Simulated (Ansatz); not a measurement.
# VCrC2 (R-3m) in Ansatz: further runs, part 2 of 2

Ansatz 0.2.0.

## 3. Band structure, PBEsol+U, collinear spin, ferromagnetic start

Input file input.yaml:

```yaml
crystal:
  lattice:
    - [1.4606320425, 0.8432963029, 4.7393853233]
    - [-1.4606320425, 0.8432963029, 4.7393853233]
    - [0.0, -1.6865926058, 4.7393853233]
  atoms:
    - { symbol: Cr, position: [0.5, 0.5, 0.5], spin: 3.0 }
    - { symbol: V, position: [0.0, 0.0, 0.0], spin: 2.0 }
    - { symbol: C, position: [0.248759, 0.248759, 0.248759] }
    - { symbol: C, position: [0.751241, 0.751241, 0.751241] }
hamiltonian:
  xc: pbesol
  pseudopotentials: { kind: paw }
  hubbard:
    sites: [{ species: Cr, l: d, u_eff: 1.0 }, { species: V, l: d, u_eff: 1.0 }]
magnetization:
  spin_polarized: true
kpoints:
  mp_grid: { grid: [11, 11, 11] }
  band_path:
    path:
      - [[0.0, 0.0, 0.0], [0.5, 0.0, 0.0], [0.5, 0.1877735979, -0.1877735979]]
      - [[0.8122264021, 0.5, 0.1877735979], [0.5, 0.5, 0.5], [0.0, 0.0, 0.0], [0.3438867989, 0.0, -0.3438867989]]
      - [[0.6561132011, 0.3438867989, 0.0], [0.5, 0.5, 0.0], [0.6561132011, 0.6561132011, 0.1877735979], [0.5, 0.5, 0.5]]
      - [[0.5, 0.0, 0.0], [0.8122264021, 0.3438867989, 0.3438867989]]
    npoints: 14
scf:
  occupations: { method: fermi_dirac, width: 0.05 }
  n_extra_bands: 10
output:
  forces: true
  stress: true
  eigenvalues: true
  fatbands: false
```

Potentials or basis: Ansatz PAW.

On the command line:

```bash
> ansatz run input.yaml --threads 2 --pin off --max-ram 5632MiB --backend cpu --events-out ev --progress --plain --runs-dir out
```

It took 99 s on 2 threads of AMD EPYC 7R43 (Zen 3), shared host; peak memory 2.2 GiB.

It converged, with:

* Free energy: -6726.4075 eV
* Pressure: -3.7 GPa
* Largest force: 0.141 eV/Å
* Band gap on the k mesh: none (metal or under the smearing width)
* Net moment: 1.53 μB per cell
* Absolute moment: 2.23 μB per cell
* Site moments: Cr +1.59; V -0.10; C -0.08 μB

Forces on the atoms (eV/Å):
```
Cr   0.000  0.000  0.000
V    0.000  0.000  0.000
C    0.000  0.000  0.141
C    0.000  0.000 -0.141
```

Stress tensor (GPa, compression positive):
```
-1.79  0.00  0.00
 0.00 -1.79  0.00
 0.00  0.00 -7.58
```

Levels at the corners of the path, in eV from the Fermi level:
Spin up:
| point | band 14 | band 15 | band 16 | band 17 | band 18 | band 19 | band 20 | band 21 | band 22 | band 23 |
| --- | --- | --- | --- | --- | --- | --- | --- | --- | --- | --- |
| Γ | -1.88 | -1.88 | -1.78 | -0.62 | -0.62 | 0.73 | 0.73 | 1.15 | 1.15 | 1.25 |
| L | -4.55 | -3.70 | -3.33 | -1.07 | -0.34 | 0.16 | 0.64 | 1.48 | 2.35 | 3.68 |
| B1 | -4.76 | -3.82 | -3.80 | -0.69 | -0.07 | 0.00 | 1.04 | 1.75 | 1.95 | 3.72 |
| B | -4.76 | -3.82 | -3.80 | -0.69 | -0.07 | 0.00 | 1.04 | 1.75 | 1.95 | 3.72 |
| Z | -3.76 | -3.14 | -3.14 | -1.34 | -1.34 | 0.19 | 0.19 | 0.76 | 1.87 | 4.37 |
| Γ | -1.88 | -1.88 | -1.78 | -0.62 | -0.62 | 0.73 | 0.73 | 1.15 | 1.15 | 1.25 |
| X | -4.74 | -4.03 | -3.70 | -0.67 | -0.10 | 0.12 | 1.06 | 1.78 | 2.01 | 3.33 |
| Q | -4.74 | -4.03 | -3.70 | -0.67 | -0.10 | 0.12 | 1.06 | 1.78 | 2.01 | 3.33 |
| F | -4.63 | -3.80 | -1.10 | -1.01 | -0.37 | -0.07 | 0.37 | 0.98 | 1.57 | 2.28 |
| P1 | -4.54 | -3.84 | -1.62 | -1.22 | -0.37 | 0.13 | 0.83 | 0.96 | 1.68 | 2.30 |
| Z | -3.76 | -3.14 | -3.14 | -1.34 | -1.34 | 0.19 | 0.19 | 0.76 | 1.87 | 4.37 |
| L | -4.55 | -3.70 | -3.33 | -1.07 | -0.34 | 0.16 | 0.64 | 1.48 | 2.35 | 3.68 |
| P | -4.54 | -3.84 | -1.62 | -1.22 | -0.37 | 0.13 | 0.83 | 0.96 | 1.68 | 2.30 |
Spin down:
| point | band 14 | band 15 | band 16 | band 17 | band 18 | band 19 | band 20 | band 21 |
| --- | --- | --- | --- | --- | --- | --- | --- | --- |
| Γ | -0.73 | -0.73 | -0.64 | 0.11 | 0.11 | 1.02 | 1.02 | 1.09 |
| L | -4.08 | -3.42 | -3.10 | -0.08 | 0.67 | 1.34 | 2.15 | 2.18 |
| B1 | -4.66 | -3.57 | -3.50 | 0.71 | 0.89 | 1.36 | 1.82 | 2.58 |
| B | -4.66 | -3.57 | -3.50 | 0.71 | 0.89 | 1.36 | 1.82 | 2.58 |
| Z | -3.17 | -2.88 | -2.88 | -0.08 | -0.08 | 0.80 | 0.80 | 1.62 |
| Γ | -0.73 | -0.73 | -0.64 | 0.11 | 0.11 | 1.02 | 1.02 | 1.09 |
| X | -4.58 | -3.76 | -3.43 | 0.70 | 1.11 | 1.30 | 1.78 | 2.52 |
| Q | -4.58 | -3.76 | -3.43 | 0.70 | 1.11 | 1.30 | 1.78 | 2.52 |
| F | -4.24 | -2.93 | -1.16 | -1.08 | 1.04 | 1.29 | 1.42 | 2.08 |
| P1 | -4.24 | -3.06 | -1.51 | -1.03 | 1.21 | 1.39 | 1.45 | 2.14 |
| Z | -3.17 | -2.88 | -2.88 | -0.08 | -0.08 | 0.80 | 0.80 | 1.62 |
| L | -4.08 | -3.42 | -3.10 | -0.08 | 0.67 | 1.34 | 2.15 | 2.18 |
| P | -4.24 | -3.06 | -1.51 | -1.03 | 1.21 | 1.39 | 1.45 | 2.14 |

Eigenvalues of the final occupation matrices:
| site | spin | trace | eigenvalues |
| --- | --- | --- | --- |
| site 1 | 1 | 3.44 | 0.54 0.54 0.78 0.78 0.80 |
| site 1 | 2 | 1.55 | 0.24 0.24 0.26 0.40 0.40 |
| site 2 | 1 | 1.83 | 0.31 0.31 0.31 0.45 0.45 |
| site 2 | 2 | 1.96 | 0.37 0.37 0.37 0.42 0.42 |

Caveat: the magnetic or orbital state may not be the lowest; the pressure holds a Pulay correction of +0.4 GPa for the finite cutoff; the PAW data sets come from PBE, with cores solved anew for the run's functional, which leaves a small shift of forces and pressure; the U is typed as a test and isn't derived for this compound. The state reached can hang on the start; a lower one may exist.

## 4. Band structure, PBEsol+U, collinear spin, ferromagnetic start

input.yaml, as its differences from that of step 3:

```diff
@@ -14,3 +14,3 @@
   hubbard:
-    sites: [{ species: Cr, l: d, u_eff: 1.0 }, { species: V, l: d, u_eff: 1.0 }]
+    sites: [{ species: Cr, l: d, u_eff: 2.0 }, { species: V, l: d, u_eff: 2.0 }]
 magnetization:
```

Potentials or basis: Ansatz PAW.

On the command line:

```bash
> ansatz run input.yaml --threads 2 --pin off --max-ram 5632MiB --backend cpu --events-out ev --progress --plain --runs-dir out
```

The log of the run:

```text
Warning: RAYON_NUM_THREADS=2 ignored (pool sized by the plan → 2); use --threads N
basis.fft_grid_basis auto: the FFT boxes are laid along the combinations [[1, 0, -1], [0, 1, -1], [0, 0, 1]] of the cell's own vectors, 2.921, 2.921 and 5.031 Å long. The dense box has 20×20×36 points. Along the cell's own vectors, as sized, it would have 36×36×36, 3.24 times as many. Of the 12 symmetry operations that the crystal satisfies within crystal.symmetry.tolerance (time reversal apart; of a slab, those that keep its plane) the dense box along the cell's own vectors carries 12, and the one as laid loses 8 of those. basis.fft_grid_basis: typed keeps the cell's own vectors: state it where this run's energies or levels are differenced outside the engine with another run's, or held beside a run that keeps those vectors.
[... 119 lines left out ...]
        0.000000       2.483425      -0.000000
       -0.000000      -0.000000      -3.559211
  P = ⅓ Tr σ = 0.4692 GPa (4.692 kbar)
--- Band table (eV; the first three rows and the last of 292) ---
  k-point 0 ↑: bands = ["-54.9937", "-47.2968", "-26.5691", "-26.3560", "-26.3560", "-21.2493", "-21.1070", "-21.1070", "3.1375", "7.3482", "9.5967", "12.7294", "12.7294", "15.3884", "15.3884", "15.5216", "16.8472", "16.8472", "18.3479", "18.3479", "18.6885", "18.6885", "18.7987", "19.5784", "24.3844", "24.3844", "25.6199", "29.0783"]
  k-point 1 ↑: bands = ["-54.9914", "-47.2931", "-26.5659", "-26.3732", "-26.3600", "-21.2450", "-21.1356", "-21.1134", "3.3240", "7.2683", "9.8174", "12.7144", "12.8243", "15.1794", "15.3029", "15.4854", "15.9103", "16.7328", "18.1029", "18.1351", "18.9214", "19.2202", "19.5418", "19.8020", "23.6373", "24.1422", "26.3668", "29.3682"]
  k-point 2 ↑: bands = ["-54.9855", "-47.2830", "-26.5573", "-26.4188", "-26.3707", "-21.2335", "-21.2118", "-21.1308", "3.8569", "7.1109", "10.3749", "12.6124", "13.0783", "14.2262", "14.7453", "15.0112", "15.6834", "16.6537", "17.9475", "18.0568", "18.9763", "19.6205", "20.0067", "21.2414", "22.3895", "23.5744", "27.6396", "29.9789"]
  k-point 145 ↓: bands = ["-52.7375", "-47.5271", "-24.4204", "-24.1322", "-24.1174", "-21.5786", "-21.3250", "-21.3035", "4.6423", "4.8272", "13.2525", "13.4124", "14.1659", "14.6009", "14.6296", "15.0171", "17.2295", "17.3855", "18.8309", "18.9337", "19.4469", "20.2894", "21.6231", "21.7123", "23.0373", "23.4588", "29.1058", "29.4139"]
Occupation matrices written to <dir>
```

bands.tsv:

```text
[... 154 lines left out ...]
```

Wall time 2 min (2 threads of AMD EPYC 7R43 (Zen 3), shared host); peak memory 2.2 GiB.

What came out:

```yaml
Free_energy: -6724.2811 eV
Pressure: 0.5 GPa
Largest_force: 0.402 eV/Å
Band_gap_on_the_k_mesh: none (metal or under the smearing width)
Net_moment: 1.70 μB per cell
Absolute_moment: 2.73 μB per cell
Site_moments: Cr +1.87; V -0.19; C -0.10 μB
```

Forces in eV/Å, atoms in the order of the input:
```
Cr   0.000  0.000  0.000
V    0.000  0.000  0.000
C    0.000  0.000  0.402
C    0.000  0.000 -0.402
```

Levels at the corners of the path, in eV from the Fermi level:
Spin up:
```csv
point,band 15,band 16,band 17,band 18,band 19,band 20,band 21,band 22
Γ,-2.06,-1.93,-0.60,-0.60,0.90,0.90,1.24,1.24
L,-3.68,-3.25,-1.26,-0.64,0.36,0.45,1.64,2.53
B1,-3.77,-3.76,-0.98,-0.21,-0.16,1.24,1.90,2.10
B,-3.77,-3.76,-0.98,-0.21,-0.16,1.24,1.90,2.10
Z,-3.09,-3.09,-1.53,-1.53,0.43,0.43,0.66,2.05
Γ,-2.06,-1.93,-0.60,-0.60,0.90,0.90,1.24,1.24
X,-3.99,-3.65,-0.97,-0.26,-0.02,1.27,1.94,2.14
Q,-3.99,-3.65,-0.97,-0.26,-0.02,1.27,1.94,2.14
F,-3.87,-1.03,-0.93,-0.66,-0.32,0.38,1.06,1.77
P1,-3.89,-1.57,-1.25,-0.63,0.00,0.85,1.00,1.88
Z,-3.09,-3.09,-1.53,-1.53,0.43,0.43,0.66,2.05
L,-3.68,-3.25,-1.26,-0.64,0.36,0.45,1.64,2.53
P,-3.89,-1.57,-1.25,-0.63,0.00,0.85,1.00,1.88
```
Spin down:
| point | band 13 | band 14 | band 15 | band 16 | band 17 | band 18 | band 19 | band 20 | band 21 | band 22 |
| --- | --- | --- | --- | --- | --- | --- | --- | --- | --- | --- |
| Γ | -4.19 | -0.61 | -0.61 | -0.39 | 0.33 | 0.33 | 1.08 | 1.08 | 1.14 | 2.09 |
| L | -4.50 | -3.88 | -3.42 | -2.87 | -0.10 | 1.22 | 1.31 | 2.12 | 2.88 | 3.44 |
| B1 | -4.71 | -4.51 | -3.47 | -3.36 | 0.74 | 1.02 | 1.44 | 2.44 | 3.04 | 3.11 |
| B | -4.71 | -4.51 | -3.47 | -3.36 | 0.74 | 1.02 | 1.44 | 2.44 | 3.04 | 3.11 |
| Z | -3.14 | -3.14 | -2.61 | -2.61 | -0.16 | -0.16 | 1.47 | 1.47 | 1.63 | 2.61 |
| Γ | -4.19 | -0.61 | -0.61 | -0.39 | 0.33 | 0.33 | 1.08 | 1.08 | 1.14 | 2.09 |
| X | -4.85 | -4.43 | -3.64 | -3.31 | 0.76 | 1.18 | 1.41 | 2.43 | 3.00 | 3.21 |
| Q | -4.85 | -4.43 | -3.64 | -3.31 | 0.76 | 1.18 | 1.41 | 2.43 | 3.00 | 3.21 |
| F | -4.23 | -4.11 | -2.69 | -1.10 | -1.03 | 1.22 | 1.32 | 1.58 | 2.42 | 3.02 |
| P1 | -4.15 | -4.13 | -2.83 | -1.43 | -0.96 | 1.25 | 1.63 | 1.64 | 2.36 | 3.06 |
| Z | -3.14 | -3.14 | -2.61 | -2.61 | -0.16 | -0.16 | 1.47 | 1.47 | 1.63 | 2.61 |
| L | -4.50 | -3.88 | -3.42 | -2.87 | -0.10 | 1.22 | 1.31 | 2.12 | 2.88 | 3.44 |
| P | -4.15 | -4.13 | -2.83 | -1.43 | -0.96 | 1.25 | 1.63 | 1.64 | 2.36 | 3.06 |

Eigenvalues of the final occupation matrices:
| site | spin | trace | eigenvalues |
| --- | --- | --- | --- |
| site 1 | 1 | 3.60 | 0.54 0.54 0.83 0.83 0.86 |
| site 1 | 2 | 1.36 | 0.20 0.20 0.21 0.38 0.38 |
| site 2 | 1 | 1.75 | 0.28 0.28 0.28 0.46 0.46 |
| site 2 | 2 | 2.01 | 0.37 0.37 0.38 0.44 0.44 |

Caveat: the magnetic or orbital state may not be the lowest; the pressure holds a Pulay correction of +0.4 GPa for the finite cutoff; the PAW data sets come from PBE, with cores solved anew for the run's functional, which leaves a small shift of forces and pressure; the U is typed as a test and isn't derived for this compound; the starting moments weren't kept.

## 5. Band structure, PBEsol+U, collinear spin, ferromagnetic start

input.yaml, as its differences from that of step 4:

```diff
@@ -14,3 +14,3 @@
   hubbard:
-    sites: [{ species: Cr, l: d, u_eff: 2.0 }, { species: V, l: d, u_eff: 2.0 }]
+    sites: [{ species: Cr, l: d, u_eff: 3.0 }, { species: V, l: d, u_eff: 3.0 }]
 magnetization:
```

On the command line:

```bash
> ansatz run input.yaml --threads 2 --pin off --max-ram 5632MiB --backend cpu --events-out ev --progress --plain --runs-dir out
```

Run time: 1.8 min. Hardware: 2 threads of AMD EPYC 7R43 (Zen 3), shared host; peak memory 2.2 GiB.

It converged, with:

* Free energy: -6722.2365 eV
* Pressure: 5.1 GPa
* Largest force: 0.783 eV/Å
* Band gap on the k mesh: none (metal or under the smearing width)
* Net moment: 2.52 μB per cell
* Absolute moment: 3.30 μB per cell
* Site moments: Cr +2.08; V +0.39; C -0.18 μB

Forces in eV/Å, atoms in the order of the input:
```
Cr   0.000  0.000  0.000
V    0.000  0.000  0.000
C    0.000  0.000  0.783
C    0.000  0.000 -0.783
```

Stress tensor (GPa, compression positive):
```
7.02 0.00 0.00
0.00 7.02 0.00
0.00 0.00 1.14
```

Levels at the corners of the path, in eV from the Fermi level:
Spin up:
```
point  band 16  band 17  band 18  band 19  band 20  band 21  band 22  band 23
    Γ    -2.31    -0.87    -0.87     0.23     0.23     1.30     1.30     1.40
    L    -3.51    -1.52    -1.03     0.00     0.22     1.05     2.09     3.74
   B1    -3.87    -1.38    -0.49    -0.46     0.91     1.38     1.64     3.68
    B    -3.87    -1.38    -0.49    -0.46     0.91     1.38     1.64     3.68
    Z    -3.32    -1.76    -1.76    -0.30    -0.30     0.52     1.86     4.42
    Γ    -2.31    -0.87    -0.87     0.23     0.23     1.30     1.30     1.40
    X    -3.77    -1.38    -0.57    -0.30     0.93     1.44     1.68     3.22
    Q    -3.77    -1.38    -0.57    -0.30     0.93     1.44     1.68     3.22
    F    -1.05    -1.01    -0.92    -0.78     0.08     0.73     1.13     1.99
   P1    -1.69    -1.42    -1.00    -0.30     0.60     0.69     1.29     2.02
    Z    -3.32    -1.76    -1.76    -0.30    -0.30     0.52     1.86     4.42
    L    -3.51    -1.52    -1.03     0.00     0.22     1.05     2.09     3.74
    P    -1.69    -1.42    -1.00    -0.30     0.60     0.69     1.29     2.02
```
Spin down:
| point | band 14 | band 15 | band 16 | band 17 | band 18 | band 19 |
| --- | --- | --- | --- | --- | --- | --- |
| Γ | 0.09 | 0.09 | 0.19 | 0.63 | 0.63 | 1.00 |
| L | -3.77 | -3.30 | -2.77 | 0.36 | 1.69 | 1.96 |
| B1 | -4.43 | -3.39 | -3.27 | 1.24 | 1.55 | 2.01 |
| B | -4.43 | -3.39 | -3.27 | 1.24 | 1.55 | 2.01 |
| Z | -3.03 | -2.45 | -2.45 | 0.56 | 0.56 | 1.93 |
| Γ | 0.09 | 0.09 | 0.19 | 0.63 | 0.63 | 1.00 |
| X | -4.33 | -3.56 | -3.23 | 1.25 | 1.75 | 1.94 |
| Q | -4.33 | -3.56 | -3.23 | 1.25 | 1.75 | 1.94 |
| F | -3.98 | -2.09 | -1.15 | -1.09 | 1.52 | 2.03 |
| P1 | -3.99 | -2.38 | -1.42 | -0.84 | 1.69 | 2.16 |
| Z | -3.03 | -2.45 | -2.45 | 0.56 | 0.56 | 1.93 |
| L | -3.77 | -3.30 | -2.77 | 0.36 | 1.69 | 1.96 |
| P | -3.99 | -2.38 | -1.42 | -0.84 | 1.69 | 2.16 |

Eigenvalues of the final occupation matrices:
```tsv
site	spin	trace	eigenvalues
site 1	1	3.73	0.56 0.56 0.85 0.85 0.90
site 1	2	1.22	0.16 0.16 0.17 0.36 0.36
site 2	1	2.12	0.31 0.40 0.40 0.51 0.51
site 2	2	1.61	0.26 0.26 0.27 0.41 0.41
```

Caveat: the magnetic or orbital state may not be the lowest; the pressure holds a Pulay correction of +0.4 GPa for the finite cutoff; the PAW data sets come from PBE, with cores solved anew for the run's functional, which leaves a small shift of forces and pressure; the U is typed as a test and isn't derived for this compound.

## 6. The runs side by side

| U | gap on the mesh (eV) | pressure (GPa) | moment (μB) | largest force (eV/Å) |
| --- | --- | --- | --- | --- |
| Cr d U = 1 eV, V d U = 1 eV | none | -3.7 | 1.53 | 0.14 |
| Cr d U = 2 eV, V d U = 2 eV | none | 0.5 | 1.70 | 0.40 |
| Cr d U = 3 eV, V d U = 3 eV | none | 5.1 | 2.52 | 0.78 |

Alike in all rows: task band structure; level PBEsol+U; potentials or basis Ansatz PAW; spin collinear, ferromagnetic start; cell as given; k mesh 11 × 11 × 11; cutoff (eV) 420; smearing fermi-dirac 0.05 eV.

Every run on the cell as given and a fine mesh finds a metal.

Caveats: the magnetic or orbital state may not be the lowest; the PAW data sets come from PBE, with cores solved anew for the run's functional, which leaves a small shift of forces and pressure; the U is typed as a test and isn't derived for this compound; the starting moments weren't kept (some runs).

Absolute energies hang on the potentials; compare differences alone.
